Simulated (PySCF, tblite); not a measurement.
# C6H9NO: a rotation path, then NMR shifts on frames, part 2 of 2

tblite 0.8.0 and PySCF 2.14.0. Atoms count from 0. The steps go on from the part before.

## 5. Shielding tensors: image 4, PBE0/pcSseg-1

Job settings and geometry (Å):

```
{"job": {"kind": "nmr", "xc": "PBE0", "basis": "pcSseg-1", "pop": false}, "charge": 0, "multiplicity": 1}
C     -1.605900    -1.149300     0.693500
N     -1.006700     0.171100     0.638100
C     -1.691500     1.091100    -0.249000
C      0.389800     0.129500     0.486500
C      1.230500    -0.281900    -0.509500
C      2.545400    -0.106900    -0.010800
C      2.404700     0.388600     1.247400
O      1.108000     0.538800     1.556000
H     -1.126000    -1.714300     1.490900
H     -2.663900    -1.046600     0.928700
H     -1.508000    -1.710800    -0.246600
H     -1.190300     2.056400    -0.206800
H     -1.723300     0.752200    -1.294600
H     -2.713500     1.213500     0.112000
H      0.958200    -0.655200    -1.476600
H      3.463700    -0.332300    -0.513400
H      3.121700     0.668200     1.993800
```

Method: GIAO PBE0/pcSseg-1 NMR shielding, non-relativistic, gas phase.

The log of the run:

```text
coarse grid: 14248 points
cycle   1  E = -363.4101240710  dE =  1.422e+00  |g| = 4.996e-01  |ddm| = 3.717e+00
cycle   2  E = -363.3927022206  dE =  1.742e-02  |g| = 6.094e-01  |ddm| = 8.448e-01
cycle   3  E = -363.4650914726  dE = -7.239e-02  |g| = 8.307e-02  |ddm| = 4.246e-01
cycle   4  E = -363.4662187310  dE = -1.127e-03  |g| = 3.639e-02  |ddm| = 9.231e-02
cycle   5  E = -363.4664854365  dE = -2.667e-04  |g| = 1.097e-02  |ddm| = 3.959e-02
cycle   6  E = -363.4665105173  dE = -2.508e-05  |g| = 4.527e-03  |ddm| = 1.347e-02
cycle   7  E = -363.4665153158  dE = -4.798e-06  |g| = 1.090e-03  |ddm| = 4.439e-03
final grid: 137800 points
cycle   8  E = -363.5224471856  dE = -3.315e-05  |g| = 1.150e-02  |ddm| = 3.828e-02
cycle   9  E = -363.5224158496  dE =  3.134e-05  |g| = 1.743e-02  |ddm| = 2.158e-02
cycle  10  E = -363.5224734834  dE = -5.763e-05  |g| = 2.338e-03  |ddm| = 1.316e-02
cycle  11  E = -363.5224747011  dE = -1.218e-06  |g| = 3.209e-04  |ddm| = 2.109e-03
cycle  12  E = -363.5224747194  dE = -1.835e-08  |g| = 1.707e-04  |ddm| = 4.224e-04
cycle  13  E = -363.5224747264  dE = -6.952e-09  |g| = 3.121e-05  |ddm| = 1.539e-04
cycle  14  E = -363.5224747265  dE = -1.686e-10  |g| = 1.600e-05  |ddm| = 4.047e-05
converged SCF energy = -363.5224747265

GIAO shielding tensors (ppm)
atom      isotropic    diamagn.    paramagn.     s11        s22        s33       span
  0 C      139.242     246.535    -107.294    112.067    123.067    182.591     70.524
  1 N      225.196     326.745    -101.548    170.374    234.739    270.476    100.103
  2 C      139.999     246.751    -106.752    114.588    122.505    182.905     68.317
  3 C       18.336     250.669    -232.333    -49.583     31.840     72.753    122.336
  4 C       81.353     255.078    -173.725     -0.193     68.555    175.698    175.891
  5 C       69.264     256.996    -187.732    -18.353     65.515    160.631    178.984
  6 C       46.167     251.399    -205.233    -31.899     56.168    114.231    146.130
  7 O       18.749     397.236    -378.488   -129.253    -35.235    220.735    349.988
  8 H       28.875      30.089      -1.214     24.496     27.106     35.024     10.528
  9 H       29.178      29.750      -0.572     24.974     26.601     35.958     10.984
 10 H       29.171      30.846      -1.676     24.745     27.982     34.785     10.040
 11 H       28.935      30.400      -1.465     24.807     27.021     34.976     10.169
 12 H       29.079      30.972      -1.893     24.788     27.665     34.784      9.996
 13 H       29.001      29.756      -0.755     24.520     26.663     35.820     11.300
 14 H       25.396      34.169      -8.773     22.648     24.807     28.732      6.084
 15 H       25.137      30.946      -5.809     23.261     25.689     26.461      3.200
 16 H       24.530      29.202      -4.672     21.437     25.293     26.860      5.422
```

It took 25 s on 1 thread of Intel Xeon Platinum 8488C, shared host; peak memory 0.83 GiB.

This run: δ C3 168.6, C6 140.8, C5 117.7, C4 105.6, H16 7.19, H15 6.58 ppm.

## 6. NMR shieldings: image 6, PBE0/pcSseg-1

Job settings and geometry (Å):

```
{"job": {"kind": "nmr", "xc": "PBE0", "basis": "pcSseg-1", "pop": false}, "charge": 0, "multiplicity": 1}
C     -1.615600    -1.019100     0.996500
N     -0.998300     0.227900     0.578400
C     -1.676900     0.885500    -0.515600
C      0.386300     0.148200     0.465700
C      1.245400     0.242200    -0.592800
C      2.549400     0.113000    -0.048100
C      2.386500    -0.057900     1.287900
O      1.075900    -0.034700     1.613200
H     -1.141100    -1.354200     1.916000
H     -2.674700    -0.853400     1.183600
H     -1.511100    -1.803700     0.233300
H     -1.174000     1.827900    -0.723900
H     -1.709300     0.285600    -1.435100
H     -2.699200     1.096400    -0.199800
H      0.991200     0.379000    -1.623700
H      3.474800     0.121200    -0.586100
H      3.083800    -0.192100     2.090100
```

With the program's defaults for keys left out, this is: GIAO PBE0/pcSseg-1 NMR shielding, non-relativistic, gas phase.

The log of the run:

```text
coarse grid: 14248 points
cycle   1  E = -363.4135516935  dE =  1.438e+00  |g| = 5.051e-01  |ddm| = 3.739e+00
cycle   2  E = -363.3934977814  dE =  2.005e-02  |g| = 6.197e-01  |ddm| = 8.479e-01
cycle   3  E = -363.4694898218  dE = -7.599e-02  |g| = 8.466e-02  |ddm| = 4.425e-01
cycle   4  E = -363.4707523944  dE = -1.263e-03  |g| = 3.667e-02  |ddm| = 1.028e-01
cycle   5  E = -363.4710421053  dE = -2.897e-04  |g| = 1.023e-02  |ddm| = 4.095e-02
cycle   6  E = -363.4710631989  dE = -2.109e-05  |g| = 3.976e-03  |ddm| = 1.157e-02
cycle   7  E = -363.4710668125  dE = -3.614e-06  |g| = 7.208e-04  |ddm| = 3.426e-03
final grid: 137800 points
cycle   8  E = -363.5269834964  dE = -3.369e-05  |g| = 1.127e-02  |ddm| = 3.737e-02
cycle   9  E = -363.5269564404  dE =  2.706e-05  |g| = 1.668e-02  |ddm| = 1.954e-02
cycle  10  E = -363.5270085740  dE = -5.213e-05  |g| = 2.315e-03  |ddm| = 1.174e-02
cycle  11  E = -363.5270097477  dE = -1.174e-06  |g| = 3.091e-04  |ddm| = 2.036e-03
cycle  12  E = -363.5270097645  dE = -1.677e-08  |g| = 1.672e-04  |ddm| = 4.001e-04
cycle  13  E = -363.5270097713  dE = -6.852e-09  |g| = 2.517e-05  |ddm| = 1.564e-04
cycle  14  E = -363.5270097714  dE = -9.697e-11  |g| = 1.414e-05  |ddm| = 3.477e-05
converged SCF energy = -363.5270097714

GIAO shielding tensors (ppm)
atom      isotropic    diamagn.    paramagn.     s11        s22        s33       span
  0 C      141.737     246.565    -104.828    116.682    123.895    184.633     67.951
  1 N      208.572     328.287    -119.715    154.641    212.466    258.610    103.969
  2 C      144.049     247.481    -103.431    121.034    125.804    185.311     64.277
  3 C       18.890     251.603    -232.714    -48.321     28.089     76.901    125.222
  4 C       90.895     255.241    -164.345     21.939     79.515    171.232    149.294
  5 C       69.614     256.782    -187.168    -19.048     67.386    160.505    179.553
  6 C       47.058     251.121    -204.062    -31.065     61.945    110.294    141.359
  7 O       41.278     398.178    -356.900    -99.877     -8.233    231.945    331.823
  8 H       28.271      30.169      -1.897     22.749     27.761     34.303     11.554
  9 H       29.187      29.616      -0.430     25.434     26.289     35.837     10.402
 10 H       29.476      30.469      -0.993     25.837     27.217     35.375      9.539
 11 H       28.918      30.886      -1.968     25.156     26.510     35.087      9.931
 12 H       29.096      31.346      -2.249     25.119     27.283     34.887      9.768
 13 H       28.908      29.778      -0.870     23.983     27.104     35.636     11.653
 14 H       26.067      34.404      -8.337     22.676     26.233     29.292      6.617
 15 H       25.247      30.960      -5.713     23.456     25.653     26.631      3.175
 16 H       24.573      29.387      -4.814     21.574     25.363     26.782      5.208
```

Run time: 24 s. Hardware: 1 thread of Intel Xeon Platinum 8488C, shared host; peak memory 0.83 GiB.

Key values: δ C3 168.0, C6 139.9, C5 117.3, C4 96.0, H16 7.14, H15 6.47 ppm.

## 7. Shielding tensors: image 8, PBE0/pcSseg-1

Job settings and geometry (Å):

```
{"job": {"kind": "nmr", "xc": "PBE0", "basis": "pcSseg-1", "pop": false}, "charge": 0, "multiplicity": 1}
C     -1.658300    -0.802200     1.247700
N     -0.978700     0.203100     0.460600
C     -1.661700     0.583500    -0.754500
C      0.397100     0.118600     0.390800
C      1.299800     0.727100    -0.440800
C      2.581300     0.339100     0.028600
C      2.372200    -0.468500     1.095700
O      1.039600    -0.612700     1.324400
H     -1.118700    -0.951700     2.179700
H     -2.663300    -0.445700     1.473400
H     -1.734100    -1.764500     0.724500
H     -1.209600     1.487200    -1.155200
H     -1.626000    -0.201300    -1.521400
H     -2.703600     0.791800    -0.515500
H      1.097200     1.368500    -1.272400
H      3.526500     0.629600    -0.383200
H      3.033400    -0.989600     1.757200
```

Level: GIAO PBE0/pcSseg-1 NMR shielding, non-relativistic, gas phase.

The log of the run:

```text
coarse grid: 14248 points
cycle   1  E = -363.4110079178  dE =  1.457e+00  |g| = 5.159e-01  |ddm| = 3.751e+00
cycle   2  E = -363.3831682871  dE =  2.784e-02  |g| = 6.507e-01  |ddm| = 8.819e-01
cycle   3  E = -363.4695758906  dE = -8.641e-02  |g| = 9.514e-02  |ddm| = 4.826e-01
cycle   4  E = -363.4713032511  dE = -1.727e-03  |g| = 4.127e-02  |ddm| = 1.223e-01
cycle   5  E = -363.4716759502  dE = -3.727e-04  |g| = 1.093e-02  |ddm| = 4.280e-02
cycle   6  E = -363.4716994806  dE = -2.353e-05  |g| = 3.689e-03  |ddm| = 1.074e-02
cycle   7  E = -363.4717024184  dE = -2.938e-06  |g| = 6.179e-04  |ddm| = 2.935e-03
final grid: 137800 points
cycle   8  E = -363.5283731673  dE = -3.262e-05  |g| = 1.181e-02  |ddm| = 3.291e-02
cycle   9  E = -363.5283413293  dE =  3.184e-05  |g| = 1.777e-02  |ddm| = 1.888e-02
cycle  10  E = -363.5284002534  dE = -5.892e-05  |g| = 2.485e-03  |ddm| = 1.169e-02
cycle  11  E = -363.5284016355  dE = -1.382e-06  |g| = 2.978e-04  |ddm| = 2.178e-03
cycle  12  E = -363.5284016499  dE = -1.445e-08  |g| = 1.702e-04  |ddm| = 3.802e-04
cycle  13  E = -363.5284016572  dE = -7.218e-09  |g| = 2.167e-05  |ddm| = 1.598e-04
cycle  14  E = -363.5284016572  dE = -7.037e-11  |g| = 1.178e-05  |ddm| = 2.696e-05
converged SCF energy = -363.5284016572

GIAO shielding tensors (ppm)
atom      isotropic    diamagn.    paramagn.     s11        s22        s33       span
  0 C      147.829     245.967     -98.138    126.137    133.040    184.311     58.174
  1 N      197.896     328.183    -130.287    145.346    187.191    261.152    115.806
  2 C      146.153     247.595    -101.442    122.545    130.765    185.150     62.605
  3 C       22.064     253.403    -231.339    -44.828     29.369     81.650    126.478
  4 C       99.312     253.892    -154.580     39.902     91.548    166.486    126.585
  5 C       67.769     256.766    -188.997    -22.754     66.911    159.149    181.903
  6 C       50.597     249.959    -199.362    -20.915     66.939    105.766    126.680
  7 O       62.110     399.457    -337.346    -52.671      8.041    230.961    283.632
  8 H       27.844      30.051      -2.207     22.173     27.671     33.688     11.515
  9 H       29.231      29.476      -0.245     24.660     27.279     35.753     11.093
 10 H       29.211      30.025      -0.814     25.717     26.155     35.760     10.043
 11 H       28.588      31.459      -2.870     23.565     27.461     34.739     11.174
 12 H       29.201      30.991      -1.790     25.751     26.466     35.386      9.635
 13 H       29.161      30.220      -1.059     24.530     27.366     35.587     11.057
 14 H       26.401      33.879      -7.478     22.358     27.189     29.657      7.299
 15 H       25.169      30.906      -5.737     23.510     25.499     26.499      2.989
 16 H       24.717      29.599      -4.881     21.688     25.333     27.131      5.443
```

Wall time 24 s (1 thread of Intel Xeon Platinum 8488C, shared host); peak memory 0.84 GiB.

In short: δ C3 164.9, C6 136.3, C5 119.2, C4 87.6, H16 7.00, H15 6.55 ppm.

## 8. Run by run: NMR shifts

Shifts (ppm) of some atoms, chosen among heavy atoms and hydrogens apart, with basis size and wall time:

```
  frame     C4    C0    C2   H11    H8    N1     O7  functions  time
image 0   87.4  40.3  39.3  3.93  3.08  70.1  273.1        181  24 s
image 2   98.0  43.0  44.8  3.32  2.80  55.4  297.2        181  24 s
image 4  105.6  47.7  46.9  2.78  2.84  42.5  317.3        181  25 s
image 6   96.0  45.2  42.9  2.80  3.45  59.2  294.8        181  24 s
image 8   87.6  39.1  40.8  3.13  3.87  69.8  274.0        181  24 s
```

## 9. Results

What follows sums up all 2 parts.

| quantity | value |
| --- | --- |
| barrier | 0.246 eV (5.7 kcal/mol) at image 4 |
| end to end (GFN2-xTB) | 0.002 eV |
| 13C shifts against TMS (PBE0/pcSseg-1, image 0) | 164.9, 136.7, 119.0, 87.4, 40.3, 39.3 ppm |
| 1H shifts against TMS (PBE0/pcSseg-1, image 0) | 7.03, 6.52, 5.26, 3.93, 3.08, 2.58, 2.51, 2.50, 2.48 ppm |
| 15N shifts against NH3 (PBE0/pcSseg-1, image 0) | 70.1 ppm |
| 17O shifts against H2O (PBE0/pcSseg-1, image 0) | 273.1 ppm |
| range of the shift of O7 | 273.1 to 317.3 ppm |

What this shows: Along the band the dihedral turns by 176°, and the top (dihedral 116°) lies 5.7 kcal/mol above the start (GFN2-xTB, rough), so at room temperature this motion is fast. The top was not checked by a frequency run. Shifts at one fixed geometry are not the observed spectrum, which averages over the motion. In the first frame run (image 0): Shielding is most anisotropic at O7 (span 288 ppm, paramagnetic term -336 ppm). NICS(1)zz of -22 ppm above the planar ring from C3 marks a diatropic (aromatic) ring current. In ppm, O7 moves most: its shift spreads over 44.2 ppm, from 273.1 (image 0) to 317.3 (image 4).
